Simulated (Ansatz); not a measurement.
# K3AsOs: the cost of one run

Computed with Ansatz 0.2.0 (DFT PBE, scalar-relativistic, plane waves, PAW, unless a step's input says otherwise).

**1. The starting structure**

It takes space group P4mm (No. 99, tetragonal). The conventional cell has a = 4.963 Å, b = 4.963 Å, c = 5.026 Å, α = 90.00°, β = 90.00°, γ = 90.00°. Around K (site symmetry 4mm) lie 2 As at 2.31 to 2.71 Å. K (site symmetry 2mm) is surrounded by 2 As at 2.49 Å. As (site symmetry 4mm) is surrounded by 6 K at 2.31 to 2.71 Å. Os (site symmetry 4mm) is surrounded by 12 K at 3.48 to 3.59 Å.

Coordinates:

```cif
data_structure
_symmetry_space_group_name_H-M 'P4mm'
_symmetry_Int_Tables_number 99
_cell_length_a 4.9634
_cell_length_b 4.9634
_cell_length_c 5.0256
_cell_angle_alpha 90.000
_cell_angle_beta 90.000
_cell_angle_gamma 90.000
_cell_volume 123.81
loop_
_atom_site_label
_atom_site_type_symbol
_atom_site_symmetry_multiplicity
_atom_site_Wyckoff_symbol
_atom_site_fract_x
_atom_site_fract_y
_atom_site_fract_z
_atom_site_occupancy
K1 K 1 b 0.50000 0.50000 0.97500 1
K2 K 2 c 0.00000 0.50000 0.48500 1
As1 As 1 b 0.50000 0.50000 0.51500 1
Os1 Os 1 a 0.00000 0.00000 0.00000 1
```

(A quick probe on a coarse mesh, which set the mesh and smearing, is not shown.)

**3. Coarse relaxation**

File input.yaml:

```yaml
crystal:
  lattice:
    - [4.9634091595, 0.0, 0.0]
    - [0.0, 4.9634091595, 0.0]
    - [0.0, 0.0, 5.0256072692]
  atoms:
    - { symbol: K, position: [0.5, 0.5, 0.975] }
    - { symbol: K, position: [0.0, 0.5, 0.485] }
    - { symbol: K, position: [0.5, 0.0, 0.485] }
    - { symbol: As, position: [0.5, 0.5, 0.515] }
    - { symbol: Os, position: [0.0, 0.0, 0.0] }
basis:
  ecutwfc: 420
kpoints:
  mp_grid: { grid: [4, 4, 4] }
hamiltonian:
  xc: pbe
scf:
  occupations: { method: gaussian, width: 0.1 }
  lower_state_search: "off"
output:
  forces: true
  stress: true
  eigenvalues: true
relax:
  adjacent_minimum: "off"
  f_tol: 0.04
  max_steps: 70
  cell: { stress_tol: 0.4 }
```

Launch:

```bash
> ansatz run input.yaml --threads 1 --pin off --max-ram 2560MiB --backend cpu --events-out ev --progress --plain --runs-dir out
```

**Question.** How long does this run take on 1 thread of Oxide Virtual Turin-like (Zen 5), shared host, and how much memory does it need?

About 1.8 min, with a peak of 0.56 GiB.
